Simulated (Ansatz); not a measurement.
# H₆OSSiSn: basis-set convergence

An exercise on one series of results from a longer session: the logs are not shown, and one member is left open.

Computed with Ansatz 0.2.0, Gaussian basis. Level: one geometry, several basis sets.

Plan: PBE0-D4/def2-SVP; ωB97M-V/def2-SVP; PBE0-D4/def2-QZVPP; ωB97M-V/def2-QZVPP; the functionals' def2-TZVPP values are taken from earlier runs.

### The relaxed structure

The geometry comes from an earlier relaxation with PBE0-D4 in a triple-zeta def2 set; it is a stationary point, not always the lowest conformer. Sn takes the def2 core potential; no spin-orbit term is included.

SMILES `O[SiH](S)[SnH3]`, 10 atoms, charge 0, spin multiplicity 1.

Atoms are counted from 1 here; the program's logs count them from 0.

Bond lengths: O1–Si2 1.650 Å, O1–H5 0.959 Å, Si2–S3 2.126 Å, Si2–Sn4 2.571 Å, Si2–H6 1.488 Å, S3–H7 1.344 Å, Sn4–H8 1.713 Å, Sn4–H9 1.706 Å, Sn4–H10 1.709 Å. Angles: Si2–O1–H5 117.5°, O1–Si2–S3 109.1°, O1–Si2–Sn4 111.1°, O1–Si2–H6 111.5°, S3–Si2–Sn4 110.5°, S3–Si2–H6 102.9°, Sn4–Si2–H6 111.4°, Si2–S3–H7 95.1°, Si2–Sn4–H8 111.5°, Si2–Sn4–H9 111.4°, Si2–Sn4–H10 109.7°, H8–Sn4–H9 108.1°, H8–Sn4–H10 107.6°, H9–Sn4–H10 108.4°.

The first run:

File in.yaml:

```yaml
crystal:
  periodic: [false, false, false]
  atoms:
    - {symbol: O, position_ang: [-0.457772, 1.129208, -1.743629]}
    - {symbol: Si, position_ang: [-0.004977, 1.034135, -0.160329]}
    - {symbol: S, position_ang: [2.054295, 1.534595, 0.005146]}
    - {symbol: Sn, position_ang: [-0.441056, -1.315654, 0.788192]}
    - {symbol: H, position_ang: [-1.287036, 0.716556, -1.992301]}
    - {symbol: H, position_ang: [-0.669505, 2.081749, 0.660442]}
    - {symbol: H, position_ang: [2.498740, 0.399851, -0.561134]}
    - {symbol: H, position_ang: [-1.940078, -1.943245, 0.246388]}
    - {symbol: H, position_ang: [-0.456313, -1.304236, 2.494225]}
    - {symbol: H, position_ang: [0.786901, -2.383958, 0.266002]}
basis:
  gaussian: {orbitals: def2-SVP}
hamiltonian: {xc: pbe0, dispersion: d4}
output: {orbitals: {seedname: orbitals}}
```

On the command line:

```sh
$ ansatz run in.yaml --threads 4 --pin off --events-out ev --progress --plain --max-ram 10444MiB
```

Among the steps run: PBE0-D4 in def2-SVP; ωB97M-V in def2-SVP; PBE0-D4 in def2-QZVPP; ωB97M-V in def2-QZVPP.

One of the session's tables, all rows but one given; the rest of the session is left out.

It belongs to the step «Functionals by basis». 

```
functional       basis  HOMO (eV)  LUMO (eV)
   PBE0-D4    def2-SVP      -7.25      -0.11
   PBE0-D4  def2-TZVPP      -7.35      -0.40
   PBE0-D4  def2-QZVPP      -7.37      -0.54
   ωB97M-V    def2-SVP          ?          ?
   ωB97M-V  def2-TZVPP      -9.38       1.17
   ωB97M-V  def2-QZVPP      -9.40       0.86
```

**Question.** Estimate the row for ωB97M-V, def2-SVP.

**Answer.** HOMO (eV): -9.25; LUMO (eV): 1.64. In the column «HOMO (eV)» it lies between ωB97M-V, def2-TZVPP (-9.38) and PBE0-D4, def2-QZVPP (-7.37).
